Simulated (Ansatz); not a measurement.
# C₂H₅ClF₂Si: small, medium and large basis sets

An exercise on one series of results from a longer session: the logs are not shown, and one member is left open.

Program: Ansatz 0.2.0, Gaussian basis. Level of theory: one geometry, several basis sets. These are calculated values, not measurements.

Plan: PBE0-D4/def2-SVP; ωB97M-V/def2-SVP; PBE0-D4/def2-QZVPP; ωB97M-V/def2-QZVPP; the functionals' def2-TZVPP values are taken from earlier runs.

### Structure used throughout

The geometry comes from an earlier relaxation with PBE0-D4 in a triple-zeta def2 set; it is a stationary point, not always the lowest conformer.

SMILES `CC[Si](F)(F)Cl`, 11 atoms, charge 0, spin multiplicity 1.

Atoms are counted from 1 here; the program's logs count them from 0.

Bond lengths: C1–C2 1.529 Å, C1–H7 1.092 Å, C1–H8 1.092 Å, C1–H9 1.092 Å, C2–Si3 1.839 Å, C2–H10 1.095 Å, C2–H11 1.095 Å, Si3–F4 1.584 Å, Si3–F5 1.584 Å, Si3–Cl6 2.030 Å. Angles: C2–C1–H7 111.4°, C2–C1–H8 110.8°, C2–C1–H9 111.4°, H7–C1–H8 107.7°, H7–C1–H9 107.6°, H8–C1–H9 107.7°, C1–C2–Si3 113.5°, C1–C2–H10 111.0°, C1–C2–H11 111.0°, Si3–C2–H10 107.5°, Si3–C2–H11 107.5°, H10–C2–H11 106.0°, C2–Si3–F4 111.0°, C2–Si3–F5 111.0°, C2–Si3–Cl6 112.6°, F4–Si3–F5 106.2°, F4–Si3–Cl6 107.8°, F5–Si3–Cl6 107.8°.

Set-up of the first run:

The input, in.yaml:

```yaml
crystal:
  periodic: [false, false, false]
  atoms:
    - {symbol: C, position_ang: [0.335612, -0.977561, -1.037821]}
    - {symbol: C, position_ang: [0.703033, 0.000616, 0.078846]}
    - {symbol: Si, position_ang: [-0.753967, 0.824695, 0.840908]}
    - {symbol: F, position_ang: [-1.751601, -0.240285, 1.456106]}
    - {symbol: F, position_ang: [-1.581382, 1.631021, -0.242217]}
    - {symbol: Cl, position_ang: [-0.236795, 2.118098, 2.317898]}
    - {symbol: H, position_ang: [-0.190734, -0.474679, -1.851701]}
    - {symbol: H, position_ang: [1.230724, -1.440283, -1.458062]}
    - {symbol: H, position_ang: [-0.310043, -1.778022, -0.670769]}
    - {symbol: H, position_ang: [1.369496, 0.786368, -0.292216]}
    - {symbol: H, position_ang: [1.250956, -0.506966, 0.879727]}
basis:
  gaussian: {orbitals: def2-SVP}
hamiltonian: {xc: pbe0, dispersion: d4}
output: {orbitals: {seedname: orbitals}}
```

Launch:

```console
$ ansatz run in.yaml --threads 4 --pin off --events-out ev --progress --plain --max-ram 10444MiB
```

Among the steps run: PBE0-D4 in def2-SVP; ωB97M-V in def2-SVP; PBE0-D4 in def2-QZVPP; ωB97M-V in def2-QZVPP.

One of the session's tables, all rows but one given; the rest of the session is left out.

| functional | basis | HOMO (eV) | LUMO (eV) |
| --- | --- | --- | --- |
| PBE0-D4 | def2-SVP | -9.18 | 1.29 |
| PBE0-D4 | def2-TZVPP | -9.23 | 0.77 |
| PBE0-D4 | def2-QZVPP | -9.25 | 0.36 |
| ωB97M-V | def2-SVP | -11.38 | 2.97 |
| ωB97M-V | def2-TZVPP | ? | ? |
| ωB97M-V | def2-QZVPP | -11.48 | 1.57 |

**Question.** Estimate the row for ωB97M-V, def2-TZVPP.

The run gave: HOMO (eV): -11.46; LUMO (eV): 2.28. In the column «HOMO (eV)» it lies between ωB97M-V, def2-QZVPP (-11.48) and ωB97M-V, def2-SVP (-11.38).
